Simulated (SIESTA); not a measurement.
The system is Ta3AsAu2O13.

```
Ta As Au O
1.0
     6.43030   -1.94333   -0.00483
     6.43030    1.94333   -0.00483
    -2.54785    0.00000   10.68617
Ta As Au O
3 1 2 13
Cartesian
  4.5247 0.0000 3.7670
  6.0597 0.0000 7.2197
  1.7990 0.0000 10.5616
  7.9903 0.0000 0.0311
  8.3231 0.0000 3.7097
  2.3136 0.0000 6.7574
  8.6038 0.0000 1.6474
  6.3527 0.0000 3.6998
  2.3873 0.0000 4.7518
  2.1597 0.0000 8.7356
  4.8024 0.0000 5.8862
  8.0919 0.0000 6.6978
  4.1996 0.0000 1.9509
  10.3810 0.0000 3.9020
  5.2563 0.0000 8.9247
  -0.2078 0.0000 7.1659
  6.2651 0.0000 0.3242
  -0.3802 0.0000 10.5475
  7.7751 0.0000 10.4897
```

The cell was built by a generator and needn't be a form met in nature.

| Quantity | Value |
| --- | --- |
| Program | SIESTA 5.4.2 |
| Task | single point |
| Functional | PBE |
| Potentials or basis | PseudoDojo 0.4 standard (PBE files) |
| Basis | DZP (energy shift 0.003 Ry; two zetas on semicore shells) |
| Grid cutoff | 800 Ry |
| Energy shift | 0.003 Ry |
| k mesh | 7 × 7 × 3 |
| Occupations | fermi-dirac, width 0.05 eV |
| Spin | no spin polarisation |

On this cell: pressure 4.1 GPa; largest force 0.734 eV/Å; band gap on the k mesh none (metal or under the smearing width).

The same run follows on a disturbed copy (atoms moved at random, drawn with an rms of 0.05 Å):

```
Ta As Au O
1.0
     6.43030   -1.94333   -0.00483
     6.43030    1.94333   -0.00483
    -2.54785    0.00000   10.68617
Ta As Au O
3 1 2 13
Direct
  0.42748 0.41746 0.35517
  0.62309 0.58956 0.67476
  0.32507 0.34151 0.98864
  0.61919 0.62695 0.00757
  0.71189 0.72479 0.35020
  0.30053 0.30820 0.63249
  0.68072 0.71524 0.15020
  0.55280 0.57472 0.35062
  0.27318 0.27598 0.44291
  0.33400 0.32019 0.81850
  0.48104 0.48223 0.55273
  0.74648 0.75513 0.62789
  0.37020 0.35500 0.18533
  0.86859 0.88406 0.36765
  0.56682 0.59040 0.83656
  0.12188 0.10521 0.66912
  0.49217 0.49365 0.03337
  0.16524 0.16484 0.98881
  0.79760 0.80071 0.97929
```

What changes?

The energy (extrapolated to zero smearing) moves by +15.8 meV/atom; pressure 5.2 GPa; largest force 3.331 eV/Å; band gap on the k mesh none (metal or under the smearing width).

Forces in eV/Å, atoms in the order of the input:
```
Ta   0.109  0.764 -0.064
Ta  -0.467  0.227  0.945
Ta   0.662 -0.230  0.411
As  -1.354 -0.136 -2.751
Au  -1.068 -0.006  0.061
Au   0.452 -0.118  0.023
O    1.255 -0.053  3.086
O    0.189 -0.115 -0.073
O   -0.230  0.173 -0.131
O    0.167  0.144 -0.499
O   -0.621 -0.046 -0.284
O    0.487 -0.146 -0.288
O   -0.178  0.217 -0.317
O    1.078 -0.910  0.164
O   -0.264 -0.211 -0.202
O    0.243  0.083 -0.093
O   -0.528  0.027  0.013
O    0.170  0.325 -0.160
O   -0.098  0.015  0.156
```

Stress tensor (GPa, compression positive):
```
 5.05  0.24  1.01
 0.24  5.11 -0.15
 1.01 -0.15  5.37
```

Caveats: short orbitals over semicore shells can move pressures by several GPa; the basis of atomic orbitals isn't converged, which shifts pressures, moduli and gaps.
